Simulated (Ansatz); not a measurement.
# Al: an axial (c/a) deformation path

The task here is to estimate one member of a computed series from the others.

This is Al in the hcp structure; at room conditions it is fcc.

Method: DFT r2SCAN, scalar-relativistic, plane waves, PAW, in Ansatz 0.2.0.

### The system as given

The structure is hexagonal, space group P6_3/mmc (No. 194). The conventional cell has a = 2.812 Å, b = 2.812 Å, c = 4.867 Å, α = 90.00°, β = 90.00°, γ = 120.00°. Al (site symmetry -6m2) is surrounded by 12 Al at 2.81 to 2.93 Å.

Structure file:

```cif
data_structure
_symmetry_space_group_name_H-M 'P 1'
_symmetry_Int_Tables_number 1
_cell_length_a 2.8125
_cell_length_b 2.8125
_cell_length_c 4.8669
_cell_angle_alpha 90.000
_cell_angle_beta 90.000
_cell_angle_gamma 120.000
_cell_volume 33.34
loop_
_atom_site_label
_atom_site_type_symbol
_atom_site_fract_x
_atom_site_fract_y
_atom_site_fract_z
_atom_site_occupancy
Al1 Al 0.66667 0.33333 0.75000 1
Al2 Al 0.33333 0.66667 0.25000 1
```

The structure comes from the Materials Project (structure only).

The first run:

File input.yaml:

```yaml
crystal:
  lattice:
    - [2.8124553515, 0.0, 0.0]
    - [-1.4062276757, 2.4356577814, 0.0]
    - [0.0, 0.0, 4.86685]
  atoms:
    - { symbol: Al, position: [0.66666667, 0.33333333, 0.75] }
    - { symbol: Al, position: [0.33333333, 0.66666667, 0.25] }
basis:
  ecutwfc: 500
kpoints:
  mp_grid: { grid: [9, 9, 4] }
hamiltonian:
  xc: r2scan
scf:
  occupations: { method: gaussian, width: 0.1 }
output:
  forces: true
  stress: true
  eigenvalues: true
```

Among the steps run: Quick check of gap, pressure and forces; Zero of the scan; At ρ = 0.850; At ρ = 1.200; ρ = 0.920; ρ = 1.100; ρ = 0.960; ρ = 1.050; Point ρ = 0.800; Point ρ = 1.300.

One of the session's tables, all rows but one given; the rest of the session is left out.

It belongs to the step «The scan collected». 

| ρ | ΔE (meV/atom) | pressure (GPa) |
| --- | --- | --- |
| 0.800 | 67.1 | -0.6 |
| 0.850 | 25.6 | -2.1 |
| 0.920 | -2.9 | -3.2 |
| 0.960 | -6.9 | -3.2 |
| 1.000 | 0.0 | -2.9 |
| 1.050 | 16.6 | -2.1 |
| 1.100 | 45.3 | -0.7 |
| 1.200 | ? | ? |
| 1.300 | 273.0 | 8.7 |

**Question.** Estimate the row for ρ = 1.200.

Worked estimate for «ΔE (meV/atom)». A straight line through the neighbours (1.100, 45.3) and (1.300, 273.0) gives 45.3 + (273.0 − 45.3) × (1.200 − 1.100) / (1.300 − 1.100) = 159.1; a parabola fitted to 3 rows on both sides gives 136.6.

The run gave: ΔE (meV/atom): 137.3; pressure (GPa): 3.4. In «ΔE (meV/atom)» the line misses by +21.8 and the parabola by -0.7.
